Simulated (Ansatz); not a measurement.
# CH5F2SbSi: the cost of one run

All numbers below are computed with Ansatz 0.2.0 (RKS PBE0-D4/def2-SVP).

## Step 1: Starting point

Bond lengths: C1–Si2 1.817 Å, Si2–F3 1.686 Å, Si2–Sb4 2.559 Å, Sb4–F5 2.006 Å, C1–H6 1.164 Å, C1–H7 1.140 Å, C1–H8 1.052 Å, Si2–H9 1.427 Å, Sb4–H10 1.824 Å. Angles (14 of 15 angles, heavy atoms first): C1–Si2–F3 110.0°, C1–Si2–Sb4 109.6°, F3–Si2–Sb4 109.3°, Si2–Sb4–F5 89.6°, C1–Si2–H9 109.4°, F3–Si2–H9 109.9°, Sb4–Si2–H9 108.5°, Si2–C1–H6 109.9°, Si2–C1–H7 109.8°, Si2–C1–H8 112.5°, Si2–Sb4–H10 89.3°, F5–Sb4–H10 89.2°, H6–C1–H7 104.5°, H6–C1–H8 109.8°.

Structure file:

```xyz
10

C    -1.2123    0.1766   -0.2616
Si    0.4966    0.0238   -0.8604
F     1.0051    1.4830   -1.5352
Sb    2.0368   -0.5900    1.0894
F     1.1687    0.8328    2.2059
H    -1.9089    0.5069   -1.1338
H    -1.2818    1.0248    0.4964
H    -1.5713   -0.7170    0.1621
H     0.5663   -1.0138   -1.8370
H     0.7838   -1.7783    1.6771
```

## Step 2: End point A

File input.yaml:

```yaml
crystal:
  periodic: [false, false, false]
  atoms:
    - { symbol: C, position_ang: [-1.2123, 0.1766, -0.2616] }
    - { symbol: Si, position_ang: [0.4966, 0.0238, -0.8604] }
    - { symbol: F, position_ang: [1.0051, 1.483, -1.5352] }
    - { symbol: Sb, position_ang: [2.0368, -0.59, 1.0894] }
    - { symbol: F, position_ang: [1.1687, 0.8328, 2.2059] }
    - { symbol: H, position_ang: [-1.9089, 0.5069, -1.1338] }
    - { symbol: H, position_ang: [-1.2818, 1.0248, 0.4964] }
    - { symbol: H, position_ang: [-1.5713, -0.717, 0.1621] }
    - { symbol: H, position_ang: [0.5663, -1.0138, -1.837] }
    - { symbol: H, position_ang: [0.7838, -1.7783, 1.6771] }
basis:
  gaussian: { orbitals: def2-SVP }
hamiltonian:
  xc: pbe0
  dispersion: d4
relax:
  f_tol: 0.015
  max_steps: 40
```

Started as:

```bash
$ ansatz run input.yaml --threads 2 --pin off --max-ram 3072MiB --backend cpu --events-out ev --progress --plain --runs-dir out
```

**Question.** How long does this run take on 2 threads of AMD EPYC 7B13 (Zen 3), shared host, and how much memory does it need?

About 33 s, with a peak of 0.31 GiB.
